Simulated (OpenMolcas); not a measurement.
# Co⁴⁺ among point charges: CASSCF and CASPT2 levels and susceptibility, part 1 of 2

How does a field of 6 point charges split the states of Co⁴⁺, and what χT follows?

Program: OpenMolcas 26.06. Level of theory: state-averaged CASSCF and CASPT2, spin-orbit coupling by RASSI with atomic mean-field integrals. These are calculated values, not measurements, unless marked.

**1. Starting point**

| Quantity | Value |
| --- | --- |
| Species | Co⁴⁺ (cobalt, Z = 27, 23 electrons) |
| Basis | ANO-RCC-VDZP [5s4p2d1f], 34 functions |
| Scalar Hamiltonian | DKH2, point nucleus |
| Inactive shells | 1s 2s 2p 3s 3p |
| Active space | 5 electrons in 5 orbitals (3d) |
| Some configurations of this space | 3d5 |
| Orbitals | optimised for each spin and parity, averaged over all roots |

The outer shells:

3d5
```
3d [↑ ][↑ ][↑ ][↑ ][↑ ]
```

The ion sits among 6 point charges of -2.2 e arranged as a trigonal antiprism (D3d), 1.87 Å from the ion, with a polar angle of 51.5° against the regular 54.74°.

The work runs as a chain of OpenMolcas steps in one folder; each step below is one input file. Labels, J, g values, rates, χT and fits are worked out afterwards by a script from the matrices that RASSI stores. The input lists half of the charges; inversion (Group=XYZ) makes the rest.

**2. Basis and integrals**

The input, a.inp:

```
&GATEWAY
Coord
1

Co 0.0 0.0 0.0
Basis=ANO-RCC-VDZP
Group=XYZ
NoMove
AngMom=0.0 0.0 0.0
AMFI
XField
3 Angstrom 0
0.000000 1.462491 1.165341 -2.200000
1.266554 -0.731245 1.165341 -2.200000
1.266554 0.731245 -1.165341 -2.200000
&SEWARD
```

On the command line:

```sh
OMP_NUM_THREADS=1 MOLCAS_MEM=1689 MOLCAS_PROJECT=a pymolcas a.inp > a.log
```

The program printed:

```text
Basis set label: CO.ANO-RCC...5S4P2D1F.

      Electronic valence basis set:
      ------------------
      Associated Effective Charge  27.000000 au
      Associated Actual Charge     27.000000 au
      Nuclear Model: Point charge

      Shell  nPrim  nBasis  Cartesian Spherical Contaminant
         s      21       5        X
         p      15       4        X
         d      10       2                 X
         f       6       1                 X
                  Relativistic Douglas-Kroll-Hess integrals:
                    - DKH order of Hamiltonian: 2
                    - DKH order of Properties : 0
                  Atomic mean-field integrals
```

**3. CASSCF: sextets of even parity, 1 root**

The input, a.inp:

```
&RASSCF
FileOrb=start.orb
Symmetry=1
Spin=6
nActEl=5 0 0
Inactive=3 6
Ras2=5 0
CIRoot=1 1 1
SDav=1
CIMx=300
Iter=120 100
PrWF=0.3
OrbListing=Nothing
MaxOrb=0
>>> COPY $Project.JobIph JOB001
```

start.orb holds the contracted functions of the basis, ordered by shell, or the orbitals of the step before.

The program printed, cut to the lines that bear on the results:

```text
[...]
      Number of active orbitals                  5
[...]
      Spin quantum number                      2.5
[...]
      Active orbitals                            5   0
[...]
      Number of CSFs                             1
      Number of root(s) required                 1
[...]
      Convergence after  8 iterations
[...]
      Natural orbitals and occupation numbers for root  1
      sym 1:   1.000000   1.000000   1.000000   1.000000   1.000000
::    RASSCF root number  1 Total energy:  -1402.97992072
```

**4. Reference wave functions, quartets of even parity, 24 roots**

The input, a.inp:

```
&RASSCF
FileOrb=start.orb
Symmetry=1
Spin=4
nActEl=5 0 0
Inactive=3 6
Ras2=5 0
CIRoot=24 24 1
SDav=24
CIMx=300
Iter=120 100
PrWF=0.3
OrbListing=Nothing
MaxOrb=0
>>> COPY $Project.JobIph JOB002
```

The program printed, cut to the lines that bear on the results:

```text
[...]
      Number of active orbitals                  5
[...]
      Spin quantum number                      1.5
[...]
      Active orbitals                            5   0
[...]
      Number of CSFs                            24
      Number of root(s) required                24
[...]
      Convergence after  7 iterations
[...]
      Natural orbitals and occupation numbers for root  1
      sym 1:   1.320062   0.679941   1.000000   0.679938   1.320059
      Natural orbitals and occupation numbers for root  2
      sym 1:   1.186533   0.538188   1.029192   0.813467   1.432621
      Natural orbitals and occupation numbers for root  3
      sym 1:   1.198827   0.803115   1.435034   0.549296   1.013728
::    RASSCF root number  1 Total energy:  -1402.79347261
::    RASSCF root number  2 Total energy:  -1402.79244990
::    RASSCF root number  3 Total energy:  -1402.79244990
[...]
::    RASSCF root number 21 Total energy:  -1402.65394615
::    RASSCF root number 22 Total energy:  -1402.65371612
::    RASSCF root number 23 Total energy:  -1402.65371611
::    RASSCF root number 24 Total energy:  -1402.65343196
```

**5. Reference wave functions, doublets of even parity, 75 roots**

The input, a.inp:

```
&RASSCF
FileOrb=start.orb
Symmetry=1
Spin=2
nActEl=5 0 0
Inactive=3 6
Ras2=5 0
CIRoot=75 75 1
SDav=75
CIMx=300
Iter=120 100
PrWF=0.3
OrbListing=Nothing
MaxOrb=0
>>> COPY $Project.JobIph JOB003
```

On the command line:

```sh
OMP_NUM_THREADS=1 MOLCAS_MEM=1689 MOLCAS_PROJECT=a pymolcas a.inp > a.log
```

The program printed, cut to the lines that bear on the results:

```text
[...]
      Number of active orbitals                  5
[...]
      Spin quantum number                      0.5
[...]
      Active orbitals                            5   0
[...]
      Number of CSFs                            75
      Number of root(s) required                75
[...]
      Convergence after  7 iterations
[...]
      Natural orbitals and occupation numbers for root  1
      sym 1:   1.475303   0.511108   1.447879   0.549998   1.015712
      Natural orbitals and occupation numbers for root  2
      sym 1:   1.016498   0.518321   1.446666   0.542189   1.476326
      Natural orbitals and occupation numbers for root  3
      sym 1:   1.443680   0.552501   1.007642   0.552499   1.443679
::    RASSCF root number  1 Total energy:  -1402.71208608
::    RASSCF root number  2 Total energy:  -1402.71208607
::    RASSCF root number  3 Total energy:  -1402.71192405
[...]
::    RASSCF root number 27 Total energy:  -1402.64748780
::    RASSCF root number 28 Total energy:  -1402.64658153
::    RASSCF root number 29 Total energy:  -1402.64377403
::    RASSCF root number 30 Total energy:  -1402.64377402
```

**6. RASSI: spin-orbit coupling between the states**

The input, a.inp:

```
&RASSI
NrOfJobIphs=3 1 24 75
1
1 2 3 4 5 6 7 8 9 10 11 12 13 14 15 16 17 18 19 20 21 22 23 24
1 2 3 4 5 6 7 8 9 10 11 12 13 14 15 16 17 18 19 20 21 22 23 24 25 26 27
28 29 30 31 32 33 34 35 36 37 38 39 40 41 42 43 44 45 46 47 48 49 50 51
52 53 54 55 56 57 58 59 60 61 62 63 64 65 66 67 68 69 70 71 72 73 74 75
IphNames
JOB001
JOB002
JOB003
EJob
SpinOrbit
DIPRint=1.0
SOCoupling=1000.0
Subsets=2
Property=9
'ANGMOM' 1 'ANGMOM' 2 'ANGMOM' 3 'MLTPL  1' 1 'MLTPL  1' 2 'MLTPL  1' 3
'AMFI' 1 'AMFI' 2 'AMFI' 3
SOProperty=3
'ANGMOM' 1 'ANGMOM' 2 'ANGMOM' 3
```

The program printed, cut to the lines that bear on the results:

```text
SPIN-FREE ENERGIES:
  (Shifted by EMIN (a.u.) =      -1402.9799207212)
 SF State       Relative EMIN(au)   Rel lowest level(eV)    D:o, cm**(-1)      L_eff
     1             0.0000000000        0.0000000000              0.0000         0.0
     2             0.1864481160        5.0735116991          40920.6315         3.8
     3             0.1874708228        5.1013409682          41145.0897         3.7
     4             0.1874708237        5.1013409927          41145.0899         3.7
     5             0.1902607721        5.1772593562          41757.4128         4.0
     6             0.1917084243        5.2166519810          42075.1358         4.0
     7             0.1917084271        5.2166520557          42075.1364         4.0
     8             0.1924221063        5.2360722573          42231.7709         4.0
     9             0.1924221072        5.2360722807          42231.7710         4.0
    10             0.1931812306        5.2567290816          42398.3794         4.0
[...]
Eigenvalues of complex Hamiltonian:
   -----------------------------------
  (Shifted by EMIN (a.u.) =      -1402.9799207212)
 SO State       Relative EMIN(au)   Rel lowest level(eV)    D:o, cm**(-1)     J-value
     1            -0.0002326742        0.0000000000              0.0000         1.2
     2            -0.0002326742        0.0000000000              0.0000         1.2
     3            -0.0002316407        0.0000281230              0.2268         2.1
     4            -0.0002316407        0.0000281230              0.2268         2.1
     5            -0.0002311288        0.0000420543              0.3392         2.5
     6            -0.0002311288        0.0000420543              0.3392         2.5
     7             0.1860922252        5.0701588072          40893.5886         3.1
     8             0.1860922252        5.0701588072          40893.5886         3.1
     9             0.1861224740        5.0709819165          40900.2275         2.9
    10             0.1861224740        5.0709819165          40900.2275         2.9
    11             0.1868696161        5.0913126910          41064.2062         3.1
[...]
```

These steps took 36 s in all on 1 thread of Arm Neoverse N1, shared host.

Spin-free states, with their symmetry labels:

| state | degeneracy | E (cm-1) | free-ion L (%) |
| --- | --- | --- | --- |
| 6A1 | 1 | 0 | S (100) |
| 4A2 | 1 | 40921 | G (88) |
| 4E | 2 | 41145 | G (86) |
| 4A1 | 1 | 41757 | G (98) |
| 4E | 2 | 42075 | G (100) |
| 4E | 2 | 42232 | G (100) |
| 4A1 | 1 | 42398 | G (100) |
| 4E | 2 | 49381 | P (67) |
| 4A2 | 1 | 49711 | P (89) |
| 4A1 | 1 | 51982 | D (98) |
| 4E | 2 | 52264 | D (91) |
| 4E | 2 | 52960 | D (85) |
| 2E | 2 | 58783 | I (87) |
| 2A1 | 1 | 58818 | I (88) |
| 2A2 | 1 | 59241 | I (92) |
| 2E | 2 | 59539 | I (95) |
| 2A2 | 1 | 59575 | I (94) |
| 2A1 | 1 | 59617 | I (95) |
| 2E | 2 | 59773 | I (96) |
| 2E | 2 | 59947 | I (99) |
| 2A1 | 1 | 60272 | I (100) |
| 2E | 2 | 65940 | D (61) |
| 2A1 | 1 | 66030 | D (57) |
| 2E | 2 | 67603 | D (88) |

With spin-orbit coupling:

```
E (cm-1)  Degeneracy  Label  2S+1                g
     0.0           2   E1/2     6  0.00 0.00 10.01
     0.2           2   E3/2     6   0.00 0.00 6.01
     0.3           2   E1/2     6   2.00 6.01 6.01
   40894           2   E1/2     4   2.14 3.79 3.79
   40900           2   E3/2     4   0.00 0.00 6.76
   41064           2   E1/2     4   0.06 0.06 7.78
   41114           2   E3/2     4   0.00 0.00 3.77
   41149           2   E1/2     4   0.25 2.07 2.07
   41195           2   E1/2     4   2.02 2.02 3.58
   41724           2   E1/2     4   1.84 2.94 2.94
   41750           2   E3/2     4   0.00 0.00 5.35
   42043           2   E1/2     4   0.90 1.80 1.80
   42079           2   E1/2     4   2.84 2.84 3.12
   42097           2   E3/2     4   0.00 0.00 7.59
   42102           2   E1/2     4  0.09 0.09 11.52
   42194           2   E1/2     4   0.38 0.38 6.93
   42215           2   E1/2     4   0.31 0.31 3.28
   42240           2   E3/2     4   0.00 0.00 0.76
   42275           2   E1/2     4   0.07 0.07 4.18
   42391           2   E1/2     4   1.86 3.92 3.92
   42404           2   E3/2     4   0.00 0.00 5.81
   48665           2   E1/2     4   0.01 0.01 7.74
   48946           2   E3/2     4   0.00 0.00 3.89
   49234           2   E1/2     4   0.75 1.21 1.21
```

The table of states holds 24 of 67 computed; the rest, higher up, is left out. Principal g values are given for doublets only; a zero marks a field direction without first-order Zeeman splitting.

Powder χT (cm³ K/mol): 4.38 at 2 K, 4.38 at 5 K, 4.38 at 10 K, 4.39 at 20 K, 4.39 at 50 K, 4.39 at 100 K, 4.39 at 150 K, 4.39 at 200 K, 4.39 at 250 K, 4.39 at 300 K.

(Continued in part 2 of 2.)
